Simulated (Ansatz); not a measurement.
Run this with Ansatz's Python interface and show what comes out.

`bde_geh6site.py`
```python
import ansatz


def energy_of(molecule, charge=0, unpaired=0):
    calc = (
        molecule.calculation()
        .basis(gaussian="def2-SVPD")
        .functional("r2scan", dispersion="d4")
        .accuracy("medium")
    )
    if charge:
        calc = calc.charge(charge)
    if unpaired:
        calc = calc.spin("collinear", total=unpaired)
    return calc.run(threads=1).report["free_energy_ev"]

GEOMETRY = """
Si   -0.78100    1.12790   -1.05060
Te    1.47130    0.23990   -1.04300
Ge    0.84360   -1.17000    0.99400
H    -1.72100    0.08700   -1.23130
H    -0.96460    2.11680   -2.19300
H    -1.08720    1.87770    0.20960
H     2.13470   -2.00560    1.44350
H    -0.25960   -2.10090    0.64440
H     0.45210   -0.21910    2.20940
"""

def without(molecule, index):
    rest = ansatz.Crystal.molecule()
    for i, site in enumerate(molecule.cartesian_sites):
        if i != index:
            rest = rest.atom(site.symbol, site.position_ang)
    return rest

geh6site = ansatz.Crystal.molecule()
for line in GEOMETRY.strip().splitlines():
    symbol, *xyz = line.split()
    geh6site = geh6site.atom(symbol, [float(v) for v in xyz])

whole = energy_of(geh6site, 0)
hydrogen = energy_of(ansatz.Crystal.molecule().atom("H", (0, 0, 0)), 0, 1)
print(f"E(molecule) = {whole:.5f} eV, E(H) = {hydrogen:.5f} eV")
for index in [5, 8]:
    radical = energy_of(without(geh6site, index), 0, 1)
    print(f"H{index}: homolysis {23.060548 * (radical + hydrogen - whole):.1f} kcal/mol")
```

`python bde_geh6site.py` gives:
```text
E(molecule) = -71779.80993 eV, E(H) = -13.58417 eV
H5: homolysis 87.3 kcal/mol
H8: homolysis 81.2 kcal/mol
```

Notes:
- These settings explore the input space; basis and method may be short of convergence.
- The geometry is a force-field or estimated start, not a minimum of this method, and the basis set is short of its limit. All parts are taken at fixed geometry, without zero-point energy.
- def2 sets replace the cores of elements past krypton by effective core potentials.
- The spin-orbit lowering of heavy atoms is left out.
- The whole script took 63 s on 1 thread of Arm Neoverse V1 (shared host), peak memory 0.35 GiB.
